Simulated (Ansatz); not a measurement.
# NbAl2C2: one candidate of a structure search

The task: take a trial cell of NbAl2C2 to zero force and stress.

Computed with Ansatz 0.2.0 (DFT PBE, scalar-relativistic, plane waves, PAW, unless a step's input says otherwise).

### Step 1. The starting structure

Symmetry: P6/mmm, No. 191, hexagonal system. Conventional cell: a = 3.490 Å, b = 3.490 Å, c = 6.899 Å, α = 90.00°, β = 90.00°, γ = 120.00°. Al (site symmetry -6m2) has 3 Al at 2.02 Å and 6 C at 2.13 Å as nearest neighbours. Nb (site symmetry 6/mmm) is surrounded by 2 C at 2.77 Å. Around C (site symmetry 6mm) lie 1 C at 1.35 Å.

Structure file:

```
CELL_PARAMETERS angstrom
3.49020 0.00000 0.00000
-1.74510 3.02260 0.00000
0.00000 0.00000 6.89946
ATOMIC_POSITIONS crystal
Al 0.33333 0.66667 0.00000
Al 0.66667 0.33333 0.00000
Nb 0.00000 0.00000 0.50000
C 0.00000 0.00000 0.90194
C 0.00000 0.00000 0.09806
```

The cell is invented: random cell by space group and Wyckoff sites (P6/mmm, No. 191). Its size is a rough estimate.

### Step 2. The guess as it stands, on a coarse mesh

Contents of input.yaml:

```yaml
crystal:
  lattice:
    - [3.49019828, 0.0, 0.0]
    - [-1.74509914, 3.02260037, 0.0]
    - [0.0, 0.0, 6.89946126]
  atoms:
    - { symbol: Al, position: [0.33333333, 0.66666667, 0.0] }
    - { symbol: Al, position: [0.66666667, 0.33333333, 0.0] }
    - { symbol: Nb, position: [0.0, 0.0, 0.5] }
    - { symbol: C, position: [0.0, 0.0, 0.90194141] }
    - { symbol: C, position: [0.0, 0.0, 0.09805859] }
basis:
  ecutwfc: 420
kpoints:
  mp_grid: { grid: [6, 6, 4] }
hamiltonian:
  xc: pbe
scf:
  occupations: { method: gaussian, width: 0.1 }
  lower_state_search: "off"
output:
  forces: true
  stress: true
  eigenvalues: true
```

Started as:

```console
> ansatz run input.yaml --threads 1 --pin off --max-ram 2560MiB --backend cpu --events-out ev --progress --plain --runs-dir out
```

The session goes on with these runs: rough relaxation on the coarse mesh; spin check on a coarse mesh; final relaxation.

Before running it: what results should come out? Wanted: conventional cell; volume; energy over the elements; gap on the mesh.

As calculated:

| quantity | value |
| --- | --- |
| symmetry at the end (tolerance 0.05 Å) | space group P6/mmm (No. 191) |
| conventional cell | a = 4.394 Å, b = 4.394 Å, c = 5.418 Å, α = 90.00°, β = 90.00°, γ = 120.00° |
| volume | 18.12 Å³/atom |
| energy over the elements | +1.40 eV/atom |
| gap on the mesh | none (metal) |

In words: The space group P6/mmm (No. 191) is kept, and the volume per atom grows by 24.5 % from the first guess. The formation energy is positive, so the separate elements lie lower. No finished test with a distortion of lower symmetry is shown, so the end may be a saddle point. Other magnetic orders were not searched.
